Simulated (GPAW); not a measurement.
A calculation with GPAW 26.7.0 of NbTe (native input, Cartesian positions):

run.py

```python
from ase.io import read
from gpaw import PW
from gpaw.dft import DFT

atoms = read('NbTe.xyz')

dft = DFT(atoms,
          mode=PW(600),
          xc='PBE',
          kpts={'size': (8, 8, 7), 'gamma': True},
          occupations={'name': 'fermi-dirac', 'width': 0.05},
          nbands=20,
          convergence={'density': 1e-05, 'energy': 1e-05},
          maxiter=150,
          txt='gpaw.txt')
print(f'Energy: {dft.calculate_energy():.6f} eV')
print('Forces (eV/A):')
print(dft.calculate_forces().round(4))
print('Stress (eV/A^3):', dft.calculate_stress().round(6))
dft.write_gpw_file('gs.gpw')
```

NbTe.xyz

```xyz
2
Lattice="3.7029743866 0.0000000000 0.0000000000 -1.8514871933 3.2068698884 0.0000000000 0.0000000000 0.0000000000 3.6942110000" Properties=species:S:1:pos:R:3 pbc="T T T"
Te     1.8514871935      1.0689566294      0.0000000000
Nb     0.0000000000      0.0000000000      1.8471055000
```

Potentials or basis: GPAW PAW data sets (gpaw-data 1.2.1), pw.

The run is started by

```console
$ OMP_NUM_THREADS=1 python run.py
```

The cell comes from a database or a generator and needn't be the stable form of this composition.

Question: Write the same calculation in another form: ASE script, structure typed inline.

Answer: As run:

The input run.py:

```python
from ase import Atoms
from ase.dft.bandgap import bandgap
from ase.io import write
from ase.units import Bohr, GPa
from gpaw import GPAW, PW
from gpaw.elf import elf_from_dft_calculation

atoms = Atoms(['Te', 'Nb'],
              cell=[[3.7029743866, 0.0, 0.0],
                    [-1.8514871933, 3.2068698884, 0.0],
                    [0.0, 0.0, 3.694211]],
              scaled_positions=[[0.6666666667, 0.3333333333, 0.0],
                                [0.0, 0.0, 0.5]],
              pbc=True)

calc = GPAW(mode=PW(600),
            xc='PBE',
            kpts={'size': (8, 8, 7), 'gamma': True},
            occupations={'name': 'fermi-dirac', 'width': 0.05},
            nbands=20,
            convergence={'density': 1e-05, 'energy': 1e-05},
            maxiter=150,
            txt='gpaw.txt')
atoms.calc = calc
energy = atoms.get_potential_energy()
forces = atoms.get_forces()
stress = atoms.get_stress()
calc.write('gs.gpw')
write('result.traj', atoms)
print(f'Energy: {energy:.6f} eV')
print('Forces (eV/A):')
print(forces.round(4))
print('Stress (GPa):', (stress / GPa).round(3))
print('Fermi level:', round(calc.get_fermi_level(), 4), 'eV')
print(f'Gap: {bandgap(calc)[0]:.4f} eV, direct: {bandgap(calc, direct=True)[0]:.4f} eV')

# fields on the real-space grid
write('density.cube', atoms, data=calc.get_pseudo_density() * Bohr**3)
write('potential.cube', atoms, data=calc.get_electrostatic_potential())
write('elf.cube', atoms, data=elf_from_dft_calculation(calc).data)
```

Potentials or basis: GPAW PAW data sets (gpaw-data 1.2.1), pw.

Command:

```bash
$ OMP_NUM_THREADS=1 python run.py
```

Both were run:

|  | native input, Cartesian positions | ASE script, structure typed inline |
| --- | --- | --- |
| Pressure | -1.5 GPa | -1.5 GPa |
| Band gap on the k mesh | none (metal or under the smearing width) | none (metal or under the smearing width) |

Keys that steer only the numerical path or the files written may differ.
